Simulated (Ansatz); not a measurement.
# Al32As: the cost of one run

Program: Ansatz 0.2.0. Level of theory: DFT PBE, plane waves, PAW, scalar-relativistic, no spin polarisation. These are calculated values, not measurements.

### 1 Starting point

The cell holds 33 atoms (Al32As): a = 8.100 Å, b = 8.100 Å, c = 8.100 Å, α = 90.00°, β = 90.00°, γ = 90.00°.

Its coordinates follow in the input file.

### 2 Relaxing the start

input.yaml

```yaml
accuracy: low
crystal:
  lattice:
    - [8.1, 0.0, 0.0]
    - [0.0, 8.1, 0.0]
    - [0.0, 0.0, 8.1]
  atoms:
    - { symbol: Al, position: [0.5, 0.0, 0.0] }
    - { symbol: Al, position: [0.75, 0.25, 0.0] }
    - { symbol: Al, position: [0.75, 0.0, 0.25] }
    - { symbol: Al, position: [0.0, 0.0, 0.0] }
    - { symbol: Al, position: [0.25, 0.25, 0.0] }
    - { symbol: Al, position: [0.5, 0.5, 0.0] }
    - { symbol: Al, position: [0.75, 0.75, 0.0] }
    - { symbol: Al, position: [0.25, 0.0, 0.25] }
    - { symbol: Al, position: [0.5, 0.25, 0.25] }
    - { symbol: Al, position: [0.75, 0.5, 0.25] }
    - { symbol: Al, position: [0.5, 0.0, 0.5] }
    - { symbol: Al, position: [0.75, 0.25, 0.5] }
    - { symbol: Al, position: [0.75, 0.0, 0.75] }
    - { symbol: Al, position: [0.0, 0.5, 0.0] }
    - { symbol: Al, position: [0.25, 0.75, 0.0] }
    - { symbol: Al, position: [0.0, 0.25, 0.25] }
    - { symbol: Al, position: [0.25, 0.5, 0.25] }
    - { symbol: Al, position: [0.5, 0.75, 0.25] }
    - { symbol: Al, position: [0.0, 0.0, 0.5] }
    - { symbol: Al, position: [0.25, 0.25, 0.5] }
    - { symbol: Al, position: [0.5, 0.5, 0.5] }
    - { symbol: Al, position: [0.75, 0.75, 0.5] }
    - { symbol: Al, position: [0.25, 0.0, 0.75] }
    - { symbol: Al, position: [0.5, 0.25, 0.75] }
    - { symbol: Al, position: [0.75, 0.5, 0.75] }
    - { symbol: Al, position: [0.0, 0.75, 0.25] }
    - { symbol: Al, position: [0.0, 0.5, 0.5] }
    - { symbol: Al, position: [0.25, 0.75, 0.5] }
    - { symbol: Al, position: [0.0, 0.25, 0.75] }
    - { symbol: Al, position: [0.25, 0.5, 0.75] }
    - { symbol: Al, position: [0.5, 0.75, 0.75] }
    - { symbol: Al, position: [0.0, 0.75, 0.75] }
    - { symbol: As, position: [0.503752, 0.5066623, 0.2480288] }
basis:
  ecutwfc: 420.0
kpoints:
  mp_grid: { grid: [2, 2, 2] }
hamiltonian:
  xc: pbe
  pseudopotentials: { kind: paw, azcp: { folder: soft_1 } }
scf:
  occupations: { method: fermi_dirac, width: 0.05 }
  lower_state_search: "off"
relax:
  f_tol: 0.08
  max_steps: 25
  adjacent_minimum: "off"
output:
  write_density: true
  write_potential: true
  elf: true
  volumetric_format: npy
```

Launch:

```bash
ansatz run input.yaml --threads 2 --pin off --max-ram 5120MiB --backend cpu --events-out ev --progress --plain --runs-dir out
```

**Question.** How long does this run take on 2 threads of Intel Xeon Platinum 8259CL at 2.50GHz (Skylake/Cascade Lake), shared host, and how much memory does it need?

About 50 s, with a peak of 1.1 GiB.
